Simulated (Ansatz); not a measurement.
# CoF (quintet): the correlation ladder, def2-QZVPP

The task here is to estimate one member of a computed series from the others.

Method: def2-QZVPP, core rule «outside noble gas», up to 10 orbitals frozen; program: Ansatz 0.2.0, Gaussian basis.

To be run: UHF; ROHF; CCSD(T) on UHF.

### What is computed

The geometry is a PBE0/def2-TZVP stationary point (not a proven minimum).

2 atoms, charge 0, spin multiplicity 5.

Atoms are counted from 1 here; the program's logs count them from 0.

Bond lengths: Co1–F2 1.776 Å.

Geometry (Å):

```
Co    0.0000    0.0000    0.0000
F     0.0000    0.0000    1.7756
```

Set-up of the first run:

in.yaml reads:

```yaml
crystal:
  periodic: [false, false, false]
  atoms:
    - {symbol: Co, position_ang: [0.000000, 0.000000, 0.000000]}
    - {symbol: F, position_ang: [0.000000, 0.000000, 1.775600]}
basis:
  gaussian: {orbitals: "def2-QZVPP.json"}
magnetization: {spin_polarized: true, initial_magnetization: 4}
hamiltonian: {xc: hf}
output: {orbitals: {seedname: orbitals}}
```

Started as:

```console
ansatz run in.yaml --threads 1 --pin off --events-out ev --progress --plain --max-ram 4096MiB --backend cpu
```

Steps of the session up to this table: UHF; ROHF; CCSD(T) on UHF.

One table of the session follows, with a row left open; its other results are not shown here.

It belongs to the step «Misses and costs». 

```
  method  from UCCSD(T) (meV)
    ROHF                    ?
     UHF             +14857.9
    UMP2               +342.0
   UCCSD               +490.0
UCCSD(T)                    0
```

**Question.** Estimate the row for ROHF.

**Answer.** from UCCSD(T) (meV): +15069.5. In the column «from UCCSD(T) (meV)» it is the highest.
